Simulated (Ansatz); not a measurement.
# Hf5Pb: the cost of one run

Program: Ansatz 0.2.0, driven from Python. Level of theory: DFT PBEsol, plane waves, PAW. These are calculated values, not measurements.

## Step 1: The structure

Symmetry: P4/mmm, No. 123, tetragonal system. The conventional cell has a = 3.187 Å, b = 3.187 Å, c = 13.498 Å, α = 90.00°, β = 90.00°, γ = 90.00°. Hf (site symmetry 4mm) has 12 Hf at 3.11 to 3.19 Å as nearest neighbours. Hf (site symmetry 4mm) is surrounded by 8 Hf at 3.11 to 3.19 Å and 4 Pb at 3.27 Å. Hf (site symmetry 4/mmm) is surrounded by 12 Hf at 3.17 to 3.19 Å. Pb (site symmetry 4/mmm) is surrounded by 4 Pb at 3.19 Å and 8 Hf at 3.27 Å.

Input file POSCAR_hf5pb:

```text
Hf5Pb
1.0
   3.18663638    0.00000000    0.00000000
   0.00000000    3.18663638    0.00000000
   0.00000000    0.00000000   13.49848955
Hf Pb
5 1
Direct
   0.50000000    0.50000000    0.33448228
   0.50000000    0.50000000    0.66551772
   0.00000000    0.00000000    0.17598680
   0.00000000    0.00000000    0.82401320
   0.00000000    0.00000000    0.50000000
   0.50000000    0.50000000    0.00000000
```

## Step 2: The script

hf5pb.py reads:

```python
import warnings

import ansatz as az
from ase.io import read
import pandas as pd


def main() -> None:
    warnings.simplefilter('ignore', az.DeckWarning)

    atoms = read('POSCAR_hf5pb', format='vasp')
    xtal = az.Crystal.from_ase(atoms)

    base = xtal.calculation()
    base = base.functional('pbesol')
    base = base.pseudopotentials('paw')
    base = base.occupations('Fermi-Dirac', width=0.1)
    base = base.scf(tolerance=1e-09)
    base = base.stress()

    rows = []
    for value in [(2, 2, 1), (3, 3, 1), (4, 4, 1), (6, 6, 2), (7, 7, 2), (9, 9, 2)]:
        r = base.kpoints(mesh=value).run(threads=1, pin='off').report
        rows.append((value, r['free_energy_ev'] / len(r['lattice']['sites']), r['n_iterations'], sum(r['stress_gpa'][i][i] for i in range(3)) / 3, r['n_kpoints']))

    table = pd.DataFrame(rows, columns=['mesh', 'F/atom (eV)', 'iterations', 'P (GPa)', 'k-points'])
    print(table.round(5).to_string(index=False))

    for row in rows[:-1]:
        shift = 1000 * (row[1] - rows[-1][1])
        print(f'{row[0]}: {shift:+.2f} meV/atom' + ('  (within 1 meV)' if abs(shift) < 1 else ''))


if __name__ == '__main__':
    main()
```

## Step 3: Launch

On the command line:

```console
python hf5pb.py
```

What time and memory should one allow on 1 thread of Intel Xeon Platinum 8259CL at 2.50GHz (Skylake/Cascade Lake), shared host?

About 85 s, with a peak of 0.74 GiB.
